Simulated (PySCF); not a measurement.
# A gas-phase reaction: CuF + CH4 → CH3Cu + FH

What reaction energy should one expect for `[F][Cu]` + `C` → `[CH3][Cu]` + `F`?

Programs: PySCF 2.14.0. All values are calculated, for the isolated system unless a continuum is named. Atoms count from 0, parts from 1.

### 1 The system as given

Each species was relaxed by itself at PBE0-D3(BJ)/def2-SVPD.

### 2 Energies of the species: wB97M-D3(BJ)/def2-TZVPD

The job: settings as JSON, then the geometry in Å.

```
{"job": {"kind": "react", "xc": "wB97M-D3(BJ)", "basis": "def2-TZVPD"}, "charge": 0, "multiplicity": 1}
-1 CuF charge 0 multiplicity 1
F     -0.826600     0.142080    -0.264280
Cu     0.841730    -0.141850     0.264270

-1 CH4 charge 0 multiplicity 1
C      0.000170     0.000480     0.001590
H     -0.644720    -0.778240    -0.423960
H     -0.410300     0.988320    -0.241440
H      0.046590    -0.118250     1.091140
H      1.009120    -0.089910    -0.419400

+1 CH3Cu charge 0 multiplicity 1
C      0.022460    -0.154640     0.003020
Cu    -0.248800     1.711750    -0.033490
H     -0.947420    -0.666610     0.090460
H      0.653310    -0.418280     0.864920
H      0.520420    -0.472410    -0.925100

+1 FH charge 0 multiplicity 1
F      0.457730    -0.045610    -0.009520
H     -0.457730     0.045610     0.009520
```

With the program's defaults for keys left out, this is: wB97M-D3(BJ)/def2-TZVPD reaction energy of separated species, gas phase.

Run with:

```bash
$ OMP_NUM_THREADS=1 python cluster_run.py task.json out
```

The driver reads the jobs from task.json and runs them one after another.

The log of the run:

```text
species 1 (CuF)
coarse grid: 12744 points
cycle   1  E = -1740.0130182685  dE = -1.130e-01  |g| = 2.236e+00  |ddm| = 1.202e+00
cycle   2  E = -1738.9983404737  dE =  1.015e+00  |g| = 4.135e+00  |ddm| = 1.828e+00
cycle   3  E = -1740.4497674227  dE = -1.451e+00  |g| = 2.678e-01  |ddm| = 1.209e+00
cycle   4  E = -1740.4516614387  dE = -1.894e-03  |g| = 2.139e-01  |ddm| = 1.521e-01
cycle   5  E = -1740.4574409980  dE = -5.780e-03  |g| = 2.214e-02  |ddm| = 7.878e-02
cycle   6  E = -1740.4576020191  dE = -1.610e-04  |g| = 4.802e-03  |ddm| = 2.756e-02
cycle   7  E = -1740.4576344611  dE = -3.244e-05  |g| = 2.249e-03  |ddm| = 1.506e-02
cycle   8  E = -1740.4576393243  dE = -4.863e-06  |g| = 1.238e-03  |ddm| = 5.575e-03
final grid: 24648 points
cycle   9  E = -1740.4576378508  dE = -9.284e-07  |g| = 1.902e-03  |ddm| = 2.288e-03
cycle  10  E = -1740.4576373370  dE =  5.138e-07  |g| = 4.403e-03  |ddm| = 2.255e-03
cycle  11  E = -1740.4576387456  dE = -1.409e-06  |g| = 4.711e-04  |ddm| = 9.492e-04
cycle  12  E = -1740.4576392017  dE = -4.561e-07  |g| = 6.548e-05  |ddm| = 3.038e-03
cycle  13  E = -1740.4576392121  dE = -1.044e-08  |g| = 1.526e-05  |ddm| = 4.557e-04
cycle  14  E = -1740.4576392124  dE = -2.728e-10  |g| = 9.248e-06  |ddm| = 6.026e-05
converged SCF energy = -1740.4576392124

species 2 (CH4)
coarse grid: 15072 points
cycle   1  E = -40.5278839674  dE = -1.934e-01  |g| = 1.334e-01  |ddm| = 1.251e+00
cycle   2  E = -40.5302967027  dE = -2.413e-03  |g| = 8.952e-02  |ddm| = 1.943e-01
cycle   3  E = -40.5321618416  dE = -1.865e-03  |g| = 5.681e-03  |ddm| = 4.934e-02
cycle   4  E = -40.5321715601  dE = -9.719e-06  |g| = 3.948e-04  |ddm| = 1.276e-02
final grid: 32696 points
cycle   5  E = -40.5321641190  dE = -1.055e-07  |g| = 1.018e-04  |ddm| = 3.419e-03
cycle   6  E = -40.5321641261  dE = -7.138e-09  |g| = 3.489e-05  |ddm| = 8.761e-04
cycle   7  E = -40.5321641267  dE = -6.206e-10  |g| = 1.870e-05  |ddm| = 2.488e-04
converged SCF energy = -40.5321641267

species 3 (CH3Cu)
coarse grid: 20040 points
cycle   1  E = -1680.0621797309  dE = -6.995e-02  |g| = 2.248e+00  |ddm| = 2.371e+00
cycle   2  E = -1679.2423102617  dE =  8.199e-01  |g| = 4.035e+00  |ddm| = 2.400e+00
cycle   3  E = -1680.4544346659  dE = -1.212e+00  |g| = 2.079e-01  |ddm| = 1.499e+00
cycle   4  E = -1680.4594526346  dE = -5.018e-03  |g| = 5.385e-02  |ddm| = 2.513e-01
cycle   5  E = -1680.4598637673  dE = -4.111e-04  |g| = 1.830e-02  |ddm| = 4.876e-02
cycle   6  E = -1680.4599374247  dE = -7.366e-05  |g| = 3.807e-03  |ddm| = 2.335e-02
cycle   7  E = -1680.4599515618  dE = -1.414e-05  |g| = 9.298e-04  |ddm| = 1.826e-02
cycle   8  E = -1680.4599523559  dE = -7.941e-07  |g| = 2.540e-04  |ddm| = 3.407e-03
final grid: 40368 points
cycle   9  E = -1680.4598986453  dE = -6.355e-08  |g| = 4.204e-04  |ddm| = 1.880e-03
cycle  10  E = -1680.4598986143  dE =  3.106e-08  |g| = 9.598e-04  |ddm| = 6.081e-04
cycle  11  E = -1680.4598986843  dE = -7.002e-08  |g| = 7.282e-05  |ddm| = 2.915e-04
cycle  12  E = -1680.4598986913  dE = -7.045e-09  |g| = 6.276e-05  |ddm| = 2.183e-04
cycle  13  E = -1680.4598986962  dE = -4.836e-09  |g| = 1.938e-05  |ddm| = 2.508e-04
cycle  14  E = -1680.4598986967  dE = -4.998e-10  |g| = 9.724e-06  |ddm| = 7.657e-05
converged SCF energy = -1680.4598986967

species 4 (FH)
coarse grid: 7776 points
cycle   1  E = -100.4688234227  dE = -9.408e-02  |g| = 4.644e-01  |ddm| = 6.197e-01
cycle   2  E = -100.4725043110  dE = -3.681e-03  |g| = 5.038e-01  |ddm| = 3.808e-01
cycle   3  E = -100.5053188018  dE = -3.281e-02  |g| = 2.574e-02  |ddm| = 1.678e-01
cycle   4  E = -100.5053947798  dE = -7.598e-05  |g| = 5.006e-03  |ddm| = 1.077e-02
cycle   5  E = -100.5053994209  dE = -4.641e-06  |g| = 4.334e-04  |ddm| = 3.766e-03
final grid: 16976 points
cycle   6  E = -100.5053933062  dE = -6.422e-08  |g| = 1.038e-04  |ddm| = 8.211e-04
cycle   7  E = -100.5053933097  dE = -3.459e-09  |g| = 7.698e-05  |ddm| = 2.165e-04
cycle   8  E = -100.5053933105  dE = -7.774e-10  |g| = 2.124e-05  |ddm| = 3.710e-05
converged SCF energy = -100.5053933105

Reaction energy = 14.954 kcal/mol
```

Run time: 12 s. Hardware: 1 thread of Arm Neoverse N1, shared host; peak memory 0.43 GiB.

Species by species (with the dispersion term, which the log's SCF energies lack):

| ν | species | energy (Eh) | HOMO (eV) |
| --- | --- | --- | --- |
| -1 | [F][Cu] | -1740.45811 | -10.18 |
| -1 | C | -40.53455 | -13.46 |
| +1 | [CH3][Cu] | -1680.46320 | -8.58 |
| +1 | F | -100.50563 | -14.54 |

### 3 Reaction energy: PBE0-D3(BJ)/def2-TZVPD

The job, as its differences from that of step 2:

```diff
@@ -1,2 +1,2 @@
-{"job": {"kind": "react", "xc": "wB97M-D3(BJ)", "basis": "def2-TZVPD"}, "charge": 0, "multiplicity": 1}
+{"job": {"kind": "react", "xc": "PBE0", "basis": "def2-TZVPD", "disp": "d3bj"}, "charge": 0, "multiplicity": 1}
 -1 CuF charge 0 multiplicity 1
```

With the program's defaults for keys left out, this is: PBE0-D3(BJ)/def2-TZVPD reaction energy of separated species, gas phase.

The log of the run:

```text
species 1 (CuF)
coarse grid: 12744 points
cycle   1  E = -1738.5673994374  dE =  1.032e+00  |g| = 3.908e+00  |ddm| = 1.590e+00
cycle   2  E = -1731.4043352707  dE =  7.163e+00  |g| = 8.376e+00  |ddm| = 4.408e+00
cycle   3  E = -1739.4405223795  dE = -8.036e+00  |g| = 2.421e+00  |ddm| = 4.009e+00
cycle   4  E = -1739.7463722516  dE = -3.058e-01  |g| = 1.432e+00  |ddm| = 1.405e+00
cycle   5  E = -1740.0617294260  dE = -3.154e-01  |g| = 1.926e-01  |ddm| = 7.102e-01
cycle   6  E = -1740.0657727539  dE = -4.043e-03  |g| = 2.547e-02  |ddm| = 8.234e-02
cycle   7  E = -1740.0658909415  dE = -1.182e-04  |g| = 4.399e-03  |ddm| = 2.634e-02
cycle   8  E = -1740.0658991653  dE = -8.224e-06  |g| = 3.665e-03  |ddm| = 7.625e-03
cycle   9  E = -1740.0659013257  dE = -2.160e-06  |g| = 1.918e-03  |ddm| = 4.631e-03
final grid: 24648 points
cycle  10  E = -1740.0659662589  dE =  1.809e-06  |g| = 5.347e-03  |ddm| = 1.954e-03
cycle  11  E = -1740.0659500720  dE =  1.619e-05  |g| = 1.541e-02  |ddm| = 5.703e-03
cycle  12  E = -1740.0659685590  dE = -1.849e-05  |g| = 2.689e-04  |ddm| = 4.052e-03
cycle  13  E = -1740.0659685697  dE = -1.072e-08  |g| = 1.132e-04  |ddm| = 1.574e-04
cycle  14  E = -1740.0659685723  dE = -2.629e-09  |g| = 1.043e-05  |ddm| = 1.692e-04
cycle  15  E = -1740.0659685724  dE = -9.072e-11  |g| = 2.330e-06  |ddm| = 4.271e-05
converged SCF energy = -1740.0659685724

species 2 (CH4)
coarse grid: 3568 points
cycle   1  E = -40.4581091671  dE = -2.008e-01  |g| = 2.716e-01  |ddm| = 1.406e+00
cycle   2  E = -40.4544623856  dE =  3.647e-03  |g| = 2.994e-01  |ddm| = 3.083e-01
cycle   3  E = -40.4772814324  dE = -2.282e-02  |g| = 2.108e-03  |ddm| = 1.506e-01
cycle   4  E = -40.4772822549  dE = -8.225e-07  |g| = 2.133e-04  |ddm| = 2.686e-03
final grid: 32696 points
cycle   5  E = -40.4741148753  dE = -1.459e-05  |g| = 4.515e-03  |ddm| = 6.462e-02
cycle   6  E = -40.4741138368  dE =  1.038e-06  |g| = 4.944e-03  |ddm| = 6.539e-03
cycle   7  E = -40.4741197759  dE = -5.939e-06  |g| = 3.273e-05  |ddm| = 2.497e-03
cycle   8  E = -40.4741197763  dE = -3.499e-10  |g| = 9.067e-06  |ddm| = 1.229e-04
converged SCF energy = -40.4741197763

species 3 (CH3Cu)
coarse grid: 20040 points
cycle   1  E = -1678.9898787245  dE =  6.679e-01  |g| = 3.562e+00  |ddm| = 2.553e+00
cycle   2  E = -1676.1766068578  dE =  2.813e+00  |g| = 6.614e+00  |ddm| = 8.389e+00
cycle   3  E = -1680.0372710271  dE = -3.861e+00  |g| = 9.356e-01  |ddm| = 7.811e+00
cycle   4  E = -1680.0772155754  dE = -3.994e-02  |g| = 4.276e-01  |ddm| = 8.847e-01
cycle   5  E = -1680.1250776106  dE = -4.786e-02  |g| = 7.176e-02  |ddm| = 4.738e-01
cycle   6  E = -1680.1260833807  dE = -1.006e-03  |g| = 8.630e-03  |ddm| = 5.063e-02
cycle   7  E = -1680.1260981696  dE = -1.479e-05  |g| = 3.002e-03  |ddm| = 1.232e-02
cycle   8  E = -1680.1261011909  dE = -3.021e-06  |g| = 1.432e-03  |ddm| = 6.028e-03
final grid: 40368 points
cycle   9  E = -1680.1261157675  dE =  1.085e-06  |g| = 4.060e-03  |ddm| = 4.796e-03
cycle  10  E = -1680.1261052411  dE =  1.053e-05  |g| = 1.227e-02  |ddm| = 5.674e-03
cycle  11  E = -1680.1261170944  dE = -1.185e-05  |g| = 1.574e-04  |ddm| = 4.249e-03
cycle  12  E = -1680.1261170997  dE = -5.344e-09  |g| = 6.907e-05  |ddm| = 1.295e-04
cycle  13  E = -1680.1261171009  dE = -1.142e-09  |g| = 3.916e-06  |ddm| = 1.581e-04
cycle  14  E = -1680.1261171009  dE = -5.002e-12  |g| = 1.572e-06  |ddm| = 7.146e-06
converged SCF energy = -1680.1261171009

species 4 (FH)
coarse grid: 1712 points
cycle   1  E = -100.3540335443  dE = -3.606e-02  |g| = 4.957e-01  |ddm| = 6.253e-01
cycle   2  E = -100.3145172985  dE =  3.952e-02  |g| = 7.429e-01  |ddm| = 5.125e-01
cycle   3  E = -100.3937534423  dE = -7.924e-02  |g| = 2.284e-02  |ddm| = 2.892e-01
cycle   4  E = -100.3938290135  dE = -7.557e-05  |g| = 4.204e-03  |ddm| = 9.787e-03
cycle   5  E = -100.3938309970  dE = -1.983e-06  |g| = 3.553e-04  |ddm| = 1.247e-03
final grid: 16976 points
cycle   6  E = -100.3948394472  dE = -1.849e-05  |g| = 3.961e-03  |ddm| = 7.421e-03
cycle   7  E = -100.3948375612  dE =  1.886e-06  |g| = 5.444e-03  |ddm| = 3.323e-03
cycle   8  E = -100.3948415698  dE = -4.009e-06  |g| = 1.004e-04  |ddm| = 1.994e-03
cycle   9  E = -100.3948415711  dE = -1.306e-09  |g| = 1.789e-05  |ddm| = 3.962e-05
cycle  10  E = -100.3948415711  dE = -4.854e-11  |g| = 3.041e-06  |ddm| = 1.029e-05
converged SCF energy = -100.3948415711

Reaction energy = 11.551 kcal/mol
```

Wall time 6.5 s (1 thread of Arm Neoverse N1, shared host); peak memory 0.43 GiB.

Reaction energy at this level: 11.55 kcal/mol.

### 4 Energies of the species: MP2/def2-TZVPD

The job, as its differences from that of step 3:

```diff
@@ -1,2 +1,2 @@
-{"job": {"kind": "react", "xc": "PBE0", "basis": "def2-TZVPD", "disp": "d3bj"}, "charge": 0, "multiplicity": 1}
+{"job": {"kind": "react", "xc": "MP2", "basis": "def2-TZVPD"}, "charge": 0, "multiplicity": 1}
 -1 CuF charge 0 multiplicity 1
```

Level: MP2/def2-TZVPD reaction energy of separated species, gas phase.

The log of the run:

```text
species 1 (CuF)
final grid: 24648 points
cycle   1  E = -1738.2833290117  dE = -4.893e-01  |g| = 1.093e+00  |ddm| = 1.008e+00
cycle   2  E = -1738.2761304705  dE =  7.199e-03  |g| = 1.308e+00  |ddm| = 7.035e-01
cycle   3  E = -1738.4164384015  dE = -1.403e-01  |g| = 1.024e-01  |ddm| = 3.363e-01
cycle   4  E = -1738.4178640215  dE = -1.426e-03  |g| = 3.544e-02  |ddm| = 5.221e-02
cycle   5  E = -1738.4182652804  dE = -4.013e-04  |g| = 1.471e-02  |ddm| = 3.902e-02
cycle   6  E = -1738.4183823629  dE = -1.171e-04  |g| = 4.833e-03  |ddm| = 3.030e-02
cycle   7  E = -1738.4184115267  dE = -2.916e-05  |g| = 2.108e-03  |ddm| = 1.514e-02
cycle   8  E = -1738.4184213737  dE = -9.847e-06  |g| = 7.920e-04  |ddm| = 9.814e-03
cycle   9  E = -1738.4184226862  dE = -1.312e-06  |g| = 1.497e-04  |ddm| = 4.296e-03
cycle  10  E = -1738.4184227165  dE = -3.029e-08  |g| = 3.707e-05  |ddm| = 6.709e-04
cycle  11  E = -1738.4184227172  dE = -7.103e-10  |g| = 9.867e-06  |ddm| = 7.294e-05
converged SCF energy = -1738.4184227172

species 2 (CH4)
final grid: 32696 points
cycle   1  E = -40.2047133629  dE = -1.974e-01  |g| = 1.529e-01  |ddm| = 1.221e+00
cycle   2  E = -40.2121419770  dE = -7.429e-03  |g| = 3.682e-02  |ddm| = 2.041e-01
cycle   3  E = -40.2127049354  dE = -5.630e-04  |g| = 6.405e-03  |ddm| = 3.827e-02
cycle   4  E = -40.2127180358  dE = -1.310e-05  |g| = 1.642e-03  |ddm| = 1.100e-02
cycle   5  E = -40.2127195616  dE = -1.526e-06  |g| = 2.165e-04  |ddm| = 6.917e-03
cycle   6  E = -40.2127195948  dE = -3.320e-08  |g| = 2.839e-05  |ddm| = 1.798e-03
cycle   7  E = -40.2127195952  dE = -4.273e-10  |g| = 1.324e-06  |ddm| = 7.250e-05
converged SCF energy = -40.2127195952

species 3 (CH3Cu)
final grid: 40368 points
cycle   1  E = -1678.4374561262  dE = -3.416e-01  |g| = 9.932e-01  |ddm| = 2.445e+00
cycle   2  E = -1678.3947017730  dE =  4.275e-02  |g| = 1.323e+00  |ddm| = 7.671e-01
cycle   3  E = -1678.5183889534  dE = -1.237e-01  |g| = 3.893e-02  |ddm| = 3.748e-01
cycle   4  E = -1678.5191219343  dE = -7.330e-04  |g| = 2.294e-02  |ddm| = 9.397e-02
cycle   5  E = -1678.5193078151  dE = -1.859e-04  |g| = 1.082e-02  |ddm| = 4.130e-02
cycle   6  E = -1678.5193594914  dE = -5.168e-05  |g| = 3.329e-03  |ddm| = 2.479e-02
cycle   7  E = -1678.5193732748  dE = -1.378e-05  |g| = 1.143e-03  |ddm| = 1.472e-02
cycle   8  E = -1678.5193755233  dE = -2.249e-06  |g| = 5.166e-04  |ddm| = 5.029e-03
cycle   9  E = -1678.5193760264  dE = -5.031e-07  |g| = 1.907e-04  |ddm| = 2.521e-03
cycle  10  E = -1678.5193761017  dE = -7.531e-08  |g| = 8.547e-05  |ddm| = 1.102e-03
cycle  11  E = -1678.5193761057  dE = -3.989e-09  |g| = 1.285e-05  |ddm| = 2.530e-04
cycle  12  E = -1678.5193761059  dE = -1.535e-10  |g| = 2.815e-06  |ddm| = 4.531e-05
converged SCF energy = -1678.5193761059

species 4 (FH)
final grid: 16976 points
cycle   1  E = -100.0371198223  dE = -1.649e-01  |g| = 4.007e-01  |ddm| = 6.032e-01
cycle   2  E = -100.0578875603  dE = -2.077e-02  |g| = 2.336e-01  |ddm| = 2.533e-01
cycle   3  E = -100.0646339972  dE = -6.746e-03  |g| = 2.356e-02  |ddm| = 8.091e-02
cycle   4  E = -100.0647514272  dE = -1.174e-04  |g| = 6.199e-03  |ddm| = 1.253e-02
cycle   5  E = -100.0647671395  dE = -1.571e-05  |g| = 1.459e-03  |ddm| = 5.121e-03
cycle   6  E = -100.0647684125  dE = -1.273e-06  |g| = 2.290e-04  |ddm| = 1.848e-03
cycle   7  E = -100.0647684469  dE = -3.438e-08  |g| = 1.958e-05  |ddm| = 4.211e-04
cycle   8  E = -100.0647684471  dE = -1.849e-10  |g| = 2.360e-06  |ddm| = 2.495e-05
converged SCF energy = -100.0647684471

Reaction energy = 11.563 kcal/mol
```

Wall time 2.8 s (1 thread of Arm Neoverse N1, shared host); peak memory 0.46 GiB.

Reaction energy at this level: 11.56 kcal/mol.

### 5 Comparing the runs

Energies in kcal/mol, with wall time:

| run | reaction | time |
| --- | --- | --- |
| wB97M-D3(BJ)/def2-TZVPD | 14.95 | 12 s |
| PBE0-D3(BJ)/def2-TZVPD | 11.55 | 6.5 s |
| MP2/def2-TZVPD | 11.56 | 2.8 s |

### 6 What came out

| quantity | value |
| --- | --- |
| reaction energy (wB97M-D3(BJ)/def2-TZVPD) | 14.95 kcal/mol |
| ΔH, ΔG at 298 K (xTB thermal terms) | +13.6, +13.1 kcal/mol |
| range of the reaction energy over the runs of this table | 11.55 to 14.95 kcal/mol |

The reaction is endothermic by 13.6 kcal/mol in the gas phase; dispersion gives -0.43, and xTB itself gave 51.37 for the electronic energy (xTB energies and thermal terms come from the earlier relaxation of each species, not shown). No barrier was sought. xTB and this level differ widely in the electronic energy, so what comes from xTB (the thermal terms above all) is less safe here. The reaction energy runs from 11.55 (PBE0-D3(BJ)/def2-TZVPD) to 14.95 kcal/mol (wB97M-D3(BJ)/def2-TZVPD).
